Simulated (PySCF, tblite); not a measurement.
**C₇H₁₃N: geometry, infrared bands, NMR shifts and electronic excitations**

Aim: predict the infrared bands, NMR shifts and electronic excitations of C₇H₁₃N (`C=CCN(C)C1CC1`).

Computed with tblite 0.8.0 and PySCF 2.14.0, with density-fitted response routines of our own, on a single molecule in the gas phase. Atoms count from 0, in the outputs and in this text.

### 1 The molecule as given

21 atoms, charge 0, multiplicity 1; geometry from: GFN2-xTB.

Bonds of the start (Å): C0–C1 1.32, C1–C2 1.50, C2–N3 1.46, N3–C4 1.45, N3–C5 1.43, C5–C6 1.50, C6–C7 1.50, C7–C5 1.50, C0–H8 1.08, C0–H9 1.08, C1–H10 1.08, C2–H11 1.11, C2–H12 1.10, C4–H13 1.10, C4–H14 1.09, C4–H15 1.09, C5–H16 1.10, C6–H17 1.08, C6–H18 1.08, C7–H19 1.08, C7–H20 1.08.

### 2 Vibrational analysis with GFN2-xTB

The job: settings as JSON, then the geometry in Å.

```
{"job": {"kind": "ir", "xc": "GFN2-xTB", "basis": "xTB"}, "charge": 0, "multiplicity": 1}
C      2.682149    -1.011468    -0.411252
C      1.716676    -0.274526    -0.925746
C      1.090801     0.897622    -0.239241
N     -0.362127     0.785664    -0.210978
C     -0.979228     2.027457     0.211792
C     -0.783788    -0.313042     0.609321
C     -2.144781    -0.895416     0.380118
C     -0.923383    -1.669193    -0.011767
H      3.082780    -0.814808     0.570305
H      3.120199    -1.836276    -0.946896
H      1.323798    -0.481004    -1.911245
H      1.510974     1.006411     0.777305
H      1.335894     1.803463    -0.805353
H     -0.653604     2.345164     1.215323
H     -2.059917     1.899043     0.223483
H     -0.726415     2.812441    -0.500470
H     -0.431969    -0.278969     1.646101
H     -2.740543    -0.474585    -0.414439
H     -2.715996    -1.220140     1.236579
H     -0.638920    -2.531920     0.570786
H     -0.711520    -1.758974    -1.064196
```

**Question.** This job is followed by: PBE0-D3(BJ)/def2-SVP geometry optimisation, gas phase; GIAO PBE0/pcSseg-1 NMR shielding, non-relativistic, gas phase; TDDFT PBE0/def2-SVPD, vertical, gas phase, core orbitals frozen in the response; GIAO wB97X-D/pcSseg-1 NMR shielding, non-relativistic, gas phase. What will the session give for the following? strongest single infrared mode (GFN2-xTB); zero-point energy (GFN2-xTB); point group; rotational constants (main isotopes); ¹³C shifts against TMS (PBE0/pcSseg-1, means over atoms taken as alike); ¹H shifts against TMS (PBE0/pcSseg-1, means over atoms taken as alike); ¹⁵N shifts against NH3 (PBE0/pcSseg-1); lowest singlet (PBE0/def2-SVPD); brightest single state of those computed; lowest triplet; vertical ionisation energy (ΔSCF); range of the shift of N3.

**Answer**, as computed:

| quantity | value |
| --- | --- |
| strongest single infrared mode (GFN2-xTB) | 2876 cm⁻¹, 120 km/mol |
| zero-point energy (GFN2-xTB) | 115.2 kcal/mol |
| point group | C1 |
| rotational constants (main isotopes) | 2.82, 1.61, 1.12 GHz |
| ¹³C shifts against TMS (PBE0/pcSseg-1, means over atoms taken as alike) | 149.2, 123.0, 65.2, 45.7, 37.0, 9.8 ppm |
| ¹H shifts against TMS (PBE0/pcSseg-1, means over atoms taken as alike) | 6.11, 5.48, 5.24, 2.92, 2.23, 1.03, 0.37, 0.34 ppm |
| ¹⁵N shifts against NH3 (PBE0/pcSseg-1) | 62.0 ppm |
| lowest singlet (PBE0/def2-SVPD) | 5.39 eV (230 nm), f = 0.002 |
| brightest single state of those computed | state 6, 7.22 eV, f = 0.220 |
| lowest triplet | 4.32 eV |
| vertical ionisation energy (ΔSCF) | 8.16 eV |
| range of the shift of N3 | 56.3 to 62.0 ppm |

In words: No mode is imaginary among the 57: a minimum at this level. The strongest single mode, at 2876 cm⁻¹, moves mainly H16. GFN2-xTB is a fitted tight-binding method: band positions and strengths are rough. Its intensities can rank the bands wrongly. Over 4 steps the energy fell by 0.064 eV; of the close pairs, C0–H8 changed most, 1.078 to 1.095 Å. No frequency check was run at this level, so the end point may be a saddle. The most deshielded carbon is C1 (alkene CH), at 149.2 ppm: as expected for a trigonal carbon in a double bond. The most deshielded hydrogen is H10 (hydrogen on an alkene CH), at 6.11 ppm: olefinic region. At PBE0/pcSseg-1: The largest span, 240 ppm, is at C1, where the paramagnetic term is -220 ppm. The first singlet state (HOMO→LUMO 1.00) lies at 5.39 eV and is weak; of the 10 states computed, the strongest absorption comes from state 6 at 7.22 eV. The lowest triplet lies 1.07 eV below the lowest singlet (triplets in Tamm-Dancoff, singlets in full TDDFT). ΔSCF puts the ionisation energy at 8.16 eV, 1.83 eV above −ε(HOMO). In ppm, N3 moves most: its shift spreads over 5.7 ppm, from 56.3 (wB97X-D/pcSseg-1) to 62.0 (PBE0/pcSseg-1).
